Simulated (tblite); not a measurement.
# A workflow on SiNH2BrF (SMILES N[Si](F)Br)

We compute a structure relaxation (GFN1-xTB), then vibrational wavenumbers, then energy and one-electron properties, then the response to a field of SiNH2BrF. 

The calculation is run with tblite 0.8.0.

3 further runs of the same task are left out: 3 set aside as unsound or not needed.

**1. The molecule**

The species is SiNH2BrF (6 atoms), meant as a doublet with charge 0. As SMILES, `N[Si](F)Br`. The shape comes from a force field and isn't a relaxed structure. This is one conformer, not always the lowest. The run starts from this shape.

Bond lengths: N1–Si2 1.642 Å, Si2–F3 1.572 Å, Si2–Br4 2.159 Å, N1–H5 1.018 Å, N1–H6 1.031 Å. Angles: N1–Si2–F3 102.1°, N1–Si2–Br4 106.4°, F3–Si2–Br4 106.9°, Si2–N1–H5 110.4°, Si2–N1–H6 112.2°, H5–N1–H6 104.0°.

**2. A geometry optimisation at GFN1-xTB (run 1)**

Contents of calc.py:

```python
import json
import numpy as np
from ase.io.zmatrix import parse_zmatrix
from tblite.ase import TBLite
from ase.units import kcal, mol as mol_
from ase.units import Debye
from ase.optimize import BFGS

atoms = parse_zmatrix("""
N
Si 1 1.641857
F 2 1.57209 1 102.12208
Br 2 2.158711 3 106.90753 1 -111.5281
H 1 1.018431 2 110.40881 3 -86.81895
H 1 1.030525 5 103.98469 2 -120.48908
""")
start = atoms.get_positions()

atoms.calc = TBLite(method="GFN1-xTB", multiplicity=2, accuracy=0.1, verbosity=0)
opt = BFGS(atoms, trajectory="opt.traj", logfile="-")
done = opt.run(fmax=0.005, steps=500)
print("converged:", done, "after", opt.nsteps, "steps")
print(f"Potential energy: {atoms.get_potential_energy() / (kcal / mol_):.6f} kcal/mol")
print(f"Dipole: {np.linalg.norm(atoms.get_dipole_moment()) / Debye:.4f} D")
for a, q in zip(atoms, atoms.get_charges()):
    print(f"{a.symbol}{a.index + 1} {q:+.4f}")
print("Final positions (angstrom):")
for a in atoms:
    print(f"{a.symbol:<2} {a.x:12.6f} {a.y:12.6f} {a.z:12.6f}")
print(f"largest displacement {np.linalg.norm(atoms.positions - start, axis=1).max():.4f} angstrom")
json.dump(dict(energy=atoms.get_potential_energy(), forces=atoms.get_forces().tolist(), dipole=atoms.get_dipole_moment().tolist(), charges=atoms.get_charges().tolist(),
               symbols=atoms.get_chemical_symbols(), start=start.tolist(), final=atoms.positions.tolist(), success=bool(done)), open("results.json", "w"))
```

On the command line:

```
$ python calc.py
```

Standard output:

```text
Step     Time          Energy          fmax
BFGS:    0 hh:mm:ss     -414.372838        3.921799
BFGS:    1 hh:mm:ss     -414.669655        1.251543
BFGS:    2 hh:mm:ss     -414.737416        0.554931
BFGS:    3 hh:mm:ss     -414.760692        0.456388
BFGS:    4 hh:mm:ss     -414.785775        0.655336
BFGS:    5 hh:mm:ss     -414.831831        0.780130
BFGS:    6 hh:mm:ss     -414.883700        0.814059
BFGS:    7 hh:mm:ss     -414.934900        0.850336
BFGS:    8 hh:mm:ss     -414.985868        0.670143
BFGS:    9 hh:mm:ss     -415.006331        0.538643
BFGS:   10 hh:mm:ss     -415.032953        0.740643
BFGS:   11 hh:mm:ss     -415.079647        0.895504
BFGS:   12 hh:mm:ss     -415.106670        0.483784
BFGS:   13 hh:mm:ss     -415.110535        0.533797
BFGS:   14 hh:mm:ss     -415.118904        0.135488
BFGS:   15 hh:mm:ss     -415.119835        0.123386
[... 28 lines of this table left out ...]
BFGS:   44 hh:mm:ss     -415.177137        0.028112
BFGS:   45 hh:mm:ss     -415.177173        0.025493
BFGS:   46 hh:mm:ss     -415.177188        0.022653
BFGS:   47 hh:mm:ss     -415.177204        0.019947
BFGS:   48 hh:mm:ss     -415.177231        0.017869
BFGS:   49 hh:mm:ss     -415.177256        0.015014
BFGS:   50 hh:mm:ss     -415.177268        0.006324
BFGS:   51 hh:mm:ss     -415.177270        0.001725
converged: True after 51 steps
Potential energy: -9574.215368 kcal/mol
Dipole: 3.4395 D
N1 -0.4652
Si2 +0.4066
F3 -0.2504
Br4 -0.0942
H5 +0.1958
H6 +0.2075
Final positions (angstrom):
N     -0.043068     0.290451     0.238913
Si     1.660918     0.002629     0.097514
F      2.239100     1.461301    -0.229790
Br     2.479258    -0.683360     2.100114
H     -0.708571    -0.405916     0.528227
H     -0.506572     0.989536    -0.318151
largest displacement 0.7183 angstrom
```

Wall time 1.3 s (1 thread of Arm Neoverse N1, shared host).

Steps, from the record of the run:

| step | energy from the first frame kept (eV) | largest force (eV/Å) |
| --- | --- | --- |
| 0 | 0.0000 | 3.9218 |
| 3 | -0.3879 | 0.4564 |
| 6 | -0.5109 | 0.8141 |
| 9 | -0.6335 | 0.5386 |
| 12 | -0.7338 | 0.4838 |
| 15 | -0.7470 | 0.1234 |
| 18 | -0.7538 | 0.2672 |
| 21 | -0.7635 | 0.1991 |
| 24 | -0.7805 | 0.3241 |
| 27 | -0.7886 | 0.2513 |
| 30 | -0.7949 | 0.1013 |
| 33 | -0.7967 | 0.1646 |
| 36 | -0.8014 | 0.1401 |
| 39 | -0.8035 | 0.0980 |
| 42 | -0.8041 | 0.0347 |
| 45 | -0.8043 | 0.0255 |
| 48 | -0.8044 | 0.0179 |
| 51 | -0.8044 | 0.0017 |

After the run. Bond lengths: N1–Si2 1.734 Å, Si2–F3 1.603 Å, Si2–Br4 2.270 Å, N1–H5 1.006 Å, N1–H6 1.007 Å. Angles: N1–Si2–F3 102.7°, N1–Si2–Br4 109.4°, F3–Si2–Br4 109.0°, Si2–N1–H5 124.0°, Si2–N1–H6 121.5°, H5–N1–H6 109.6°.

**3. The harmonic vibrations at GFN1-xTB (run 2)**

Contents of input.xyz:

```xyz
6

N     -0.043068     0.290451     0.238913
Si     1.660918     0.002629     0.097514
F      2.239100     1.461301    -0.229790
Br     2.479258    -0.683360     2.100114
H     -0.708571    -0.405916     0.528227
H     -0.506572     0.989536    -0.318151
```

Contents of run.py:

```python
import json
import numpy as np
from ase.io import read
from tblite.ase import TBLite
from ase.units import kcal, mol as mol_
from ase.units import Debye
from ase.vibrations import Infrared
from ase.thermochemistry import IdealGasThermo

mol = read("input.xyz")
start = mol.get_positions()

mol.calc = TBLite(method="GFN1-xTB", multiplicity=2, accuracy=0.1, verbosity=0)
print(f"Energy: {mol.get_potential_energy() / (kcal / mol_):.6f} kcal/mol")
print(f"Dipole: {np.linalg.norm(mol.get_dipole_moment()) / Debye:.4f} D")
for a, q in zip(mol, mol.get_charges()):
    print(f"{a.symbol}{a.index + 1} {q:+.4f}")
vib = Infrared(mol, delta=0.01, nfree=2)
vib.run()
vib.summary()
nvib = 3 * len(mol) - 6
keep = np.sort(np.argsort(np.abs(vib.get_energies()))[-nvib:])  # drop translations and rotations, keep imaginary modes
hnu = vib.get_energies()[keep]
thermo = IdealGasThermo(vib_energies=hnu, potentialenergy=mol.get_potential_energy(), atoms=mol, geometry="nonlinear",
                        symmetrynumber=1, spin=0.5, ignore_imag_modes=True)
G = thermo.get_gibbs_energy(temperature=373.15, pressure=100000.0)
H, S = thermo.get_enthalpy(373.15, verbose=False), thermo.get_entropy(373.15, 100000.0, verbose=False)
json.dump(dict(energy=mol.get_potential_energy(), forces=mol.get_forces().tolist(), dipole=mol.get_dipole_moment().tolist(), charges=mol.get_charges().tolist(),
               symbols=mol.get_chemical_symbols(), start=start.tolist(), final=mol.positions.tolist(), hnu=[[e.real, e.imag] for e in hnu], G=G, H=H, S=S, zpe=thermo.get_ZPE_correction(), intensities=vib.intensities[keep].tolist()), open("results.json", "w"))
```

On the command line:

```
$ python run.py
```

Standard output:

```text
Energy: -9574.215368 kcal/mol
Dipole: 3.4395 D
N1 -0.4652
Si2 +0.4066
F3 -0.2504
Br4 -0.0942
H5 +0.1958
H6 +0.2075
-------------------------------------
 Mode    Frequency        Intensity
  #    meV     cm^-1   (D/Å)^2 amu^-1
-------------------------------------
  0    0.6i      5.1i     0.0719
  1    0.4i      2.9i     0.0271
  2    0.1i      1.0i     0.0562
  3    0.0i      0.0i     0.0000
  4    0.0       0.1      0.0000
  5    0.0       0.2      0.0017
  6   15.9     128.3      0.0903
  7   21.7     174.9      0.3027
  8   29.7     239.8      0.3566
  9   36.2     292.2      0.8388
 10   55.1     444.8      0.4590
 11   63.5     511.8      6.9904
 12   77.6     626.1      1.9648
 13   94.7     763.7      5.8285
 14   98.1     791.5      4.9198
 15  186.5    1504.3      2.2289
 16  431.8    3482.4      0.1890
 17  439.3    3543.3      0.0085
-------------------------------------
Zero-point energy: 0.775 eV
Static dipole moment: 3.440 D
Maximum force on atom in `equilibrium`: 0.0017 eV/Å

Enthalpy components at T = 373.15 K:
===============================
Enthalpy components at T = 373.15 K:
===============================
E_pot               -415.177 eV
E_ZPE                  0.775 eV
Cv_trans (0->T)        0.048 eV
Cv_rot (0->T)          0.048 eV
Cv_vib (0->T)          0.125 eV
-------------------------------
U                   -414.181 eV
===============================
(C_v -> C_p)           0.032 eV
-------------------------------
H                   -414.149 eV
===============================

Entropy components at T = 373.15 K and P = 100000.0 Pa:
=================================================
{"":15s}{"S":13s}     {"T*S:13s}
S_trans (1 bar)    0.0018181 eV/K        0.678 eV
S_rot              0.0012039 eV/K        0.449 eV
S_elec             0.0000597 eV/K        0.022 eV
S_vib              0.0006018 eV/K        0.225 eV
S (1 bar -> P)    -0.0000000 eV/K       -0.000 eV
-------------------------------------------------
S                  0.0036835 eV/K        1.375 eV
=================================================

Free energy components at T = 373.15 K and P = 100000.0 Pa:
=======================
    H       -414.149 eV
 -T*S         -1.375 eV
-----------------------
    G       -415.523 eV
=======================
```

Run time: 1.6 s. Hardware: 1 thread of Arm Neoverse N1, shared host.

**4. Energy and one-electron properties at GFN1-xTB (run 3)**

Contents of geom.xyz:

```xyz
6

N     -0.043068     0.290451     0.238913
Si     1.660918     0.002629     0.097514
F      2.239100     1.461301    -0.229790
Br     2.479258    -0.683360     2.100114
H     -0.708571    -0.405916     0.528227
H     -0.506572     0.989536    -0.318151
```

Contents of run.py:

```python
"""GFN1-xTB solvation energies"""
import json
import numpy as np
from tblite.interface import Calculator
from tblite.interface import symbols_to_numbers

symbols = list(map(str, np.loadtxt("geom.xyz", skiprows=2, usecols=0, dtype=str, ndmin=1)))
numbers = np.array(symbols_to_numbers(symbols))
positions = np.loadtxt("geom.xyz", skiprows=2, usecols=(1, 2, 3), ndmin=2) / 0.529177210903

def energy(solvent=None):
    calc = Calculator("GFN1-xTB", numbers, positions, charge=0, uhf=1)
    calc.set("verbosity", 0)
    if solvent:
        calc.add("gbsa-solvation", solvent)
    return calc.singlepoint()

wfn = energy()
solvents = ["thf", "methanol", "benzene", "chcl3", "acetonitrile", "ether"]
runs = [energy(s) for s in solvents]
print(f"gas phase: E = {wfn.get('energy'):.8f} Eh, dipole {np.linalg.norm(wfn.get('dipole')) * 2.541746:.3f} D")
print("solvent          dG(solv)/kJ/mol   dipole/D")
for s, x in zip(solvents, runs):
    print(f"{s:<14} {(x.get('energy') - wfn.get('energy')) * 2625.4996:12.4f} {np.linalg.norm(x.get('dipole')) * 2.541746:12.3f}")
out = {k: np.asarray(wfn.get(k)).tolist() for k in ("energy", "gradient", "charges", "dipole", "orbital-energies", "orbital-occupations")}
out.update(symbols=symbols, positions=(positions * 0.529177210903).tolist(), state_energies=[float(x.get("energy")) for x in runs], state_dipoles=[float(np.linalg.norm(x.get("dipole"))) for x in runs])
json.dump(out, open("results.json", "w"))
```

On the command line:

```
$ python run.py
```

Standard output:

```text
gas phase: E = -15.25748338 Eh, dipole 3.440 D
solvent          dG(solv)/kJ/mol   dipole/D
thf                -28.7324        3.652
methanol           -25.9491        3.680
benzene            -18.1326        3.525
chcl3              -20.9822        3.554
acetonitrile       -23.1810        3.577
ether              -25.7857        3.613
```

Wall time 0.24 s (1 thread of Arm Neoverse N1, shared host).

Atomic charges (e):

```
atom  Mulliken
  N1    -0.465
 Si2    +0.407
  F3    -0.250
 Br4    -0.094
  H5    +0.196
  H6    +0.207
```

**5. The polarisability at GFN1-xTB (run 4)**

Contents of start.xyz:

```xyz
6

N     -0.043068     0.290451     0.238913
Si     1.660918     0.002629     0.097514
F      2.239100     1.461301    -0.229790
Br     2.479258    -0.683360     2.100114
H     -0.708571    -0.405916     0.528227
H     -0.506572     0.989536    -0.318151
```

Contents of script.py:

```python
import json
import numpy as np
from tblite.interface import Calculator
from tblite.library import ffi
from tblite.interface import symbols_to_numbers

symbols = list(map(str, np.loadtxt("start.xyz", skiprows=2, usecols=0, dtype=str, ndmin=1)))
numbers = np.array(symbols_to_numbers(symbols))
positions = np.loadtxt("start.xyz", skiprows=2, usecols=(1, 2, 3), ndmin=2) / 0.529177210903

def dipole(field):
    calc = Calculator("GFN1-xTB", numbers, positions, charge=0, uhf=1)
    calc.set("verbosity", 0)
    calc.set("accuracy", 0.01)
    calc.add("electric-field", ffi.new("double[3]", list(field)))
    return calc.singlepoint()

F = 0.001  # field step, atomic units
res = dipole([0.0, 0.0, 0.0])
alpha = np.array([(dipole(F * v).get('dipole') - dipole(-F * v).get('dipole')) / (2 * F) for v in np.eye(3)])
print(f"E = {res.get('energy'):.8f} Eh")
print("polarizability tensor (bohr^3)")
for row in alpha:
    print("".join(f"{v:12.4f}" for v in row))
w = np.linalg.eigvalsh((alpha + alpha.T) / 2)
print("principal values", np.round(w, 3), " isotropic %.3f" % w.mean())
out = {k: np.asarray(res.get(k)).tolist() for k in ("energy", "gradient", "charges", "dipole", "orbital-energies", "orbital-occupations")}
out.update(symbols=symbols, positions=(positions * 0.529177210903).tolist(), alpha=alpha.tolist())
json.dump(out, open("results.json", "w"))
```

On the command line:

```
$ python script.py
```

Standard output:

```text
E = -15.25748338 Eh
polarizability tensor (bohr^3)
     67.4066     -2.9386      7.5793
     -2.9378     56.7405     -8.7249
      7.5803     -8.7249     75.2952
principal values [53.282 63.167 82.993]  isotropic 66.481
```

Run time: 0.24 s. Hardware: 1 thread of Arm Neoverse N1, shared host.

**6. What came out**

| quantity | value |
| --- | --- |
| run 1, GFN1-xTB: total energy at the end | -15.25748 Eh |
| run 1, GFN1-xTB: dipole moment | 3.44 D |
| run 2, GFN1-xTB: largest force on an atom | 0.002 eV/Å |
| run 2, GFN1-xTB: lowest harmonic wavenumber | 128 cm⁻¹ |
| run 2, GFN1-xTB: highest harmonic wavenumber | 3543 cm⁻¹ |
| run 2, GFN1-xTB: zero-point energy | 74.8 kJ/mol |
| run 2, GFN1-xTB: ideal-gas entropy at 373.15 K and 100000 Pa (symmetry number 1 as used) | 84.9 cal/(mol K) |
| run 3, GFN1-xTB: HOMO energy (as the program lists it) | -8.76 eV |
| run 3, GFN1-xTB: LUMO energy (as the program lists it) | -4.29 eV |
| run 4, GFN1-xTB: mean static polarisability | 66.5 bohr³ |

**Reading.** The optimisation (run 1, GFN1-xTB) took 51 steps and changed the energy by -0.804 eV. Mulliken charges (run 1, GFN1-xTB) run from -0.47 on N1 to +0.41 on Si2. All 12 modes (run 2, GFN1-xTB) are real, so the shape is a minimum at this level. Mulliken charges (run 3, GFN1-xTB) run from -0.47 on N1 to +0.41 on Si2. Mulliken charges (run 4, GFN1-xTB) run from -0.47 on N1 to +0.41 on Si2.
